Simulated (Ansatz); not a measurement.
Runs of Ansatz 0.2.0 on TeRu. It takes space group P-6m2 (No. 187, hexagonal). Conventional cell: a = 3.795 Å, b = 3.795 Å, c = 3.704 Å, α = 90.00°, β = 90.00°, γ = 120.00°. Ru (site symmetry -6m2) is surrounded by 6 Te at 2.87 Å. Te (site symmetry -6m2) has 6 Ru at 2.87 Å as nearest neighbours. The cell comes from a database or a generator and needn't be the stable form of this composition.

```csv
level,spin,U,fixed moment (μB),gap on the mesh (eV),pressure (GPa),moment (μB),largest force (eV/Å)
PBEsol+U,"non-collinear, random start",Ru d U = 4 eV,-,none,-2.2,2.06,(a)
PBEsol+U,"collinear, program default start",Ru d U = 2 eV,-,none,-18.7,0.00,-
LDA+U,off,Ru d U = 2 eV,-,none,(b),-,-
LDA+U,"collinear, ferromagnetic start",Ru d U = 8 eV,4,-,12.7,4.00,0.22
PBEsol+U,"collinear, ferromagnetic start",Ru d U = 4 eV,-,none,(c),1.71,-
```

Alike in all rows: task single point; potentials or basis Ansatz PAW; cell as given; k mesh 6 × 6 × 5; cutoff (eV) 420; smearing gaussian 0.05 eV.

Q: Fill in the values left out.

A: (a) 0.19; (b) -20.7; (c) -10.7.

Caveats: the PAW data sets come from PBE, with cores solved anew for the run's functional, which leaves a small shift of forces and pressure; the U is typed as a test and isn't derived for this compound; the magnetic or orbital state may not be the lowest (some runs); U without spin polarisation on a metal has little footing (some runs); the total moment is fixed, so each spin has its own Fermi level (some runs); the thresholds are loose for stress (some runs).

A k mesh can miss the band edges, and the runs leave out spin-orbit coupling on Ru, Te.

A gap of «none» marks a metal or a gap under the smearing width.
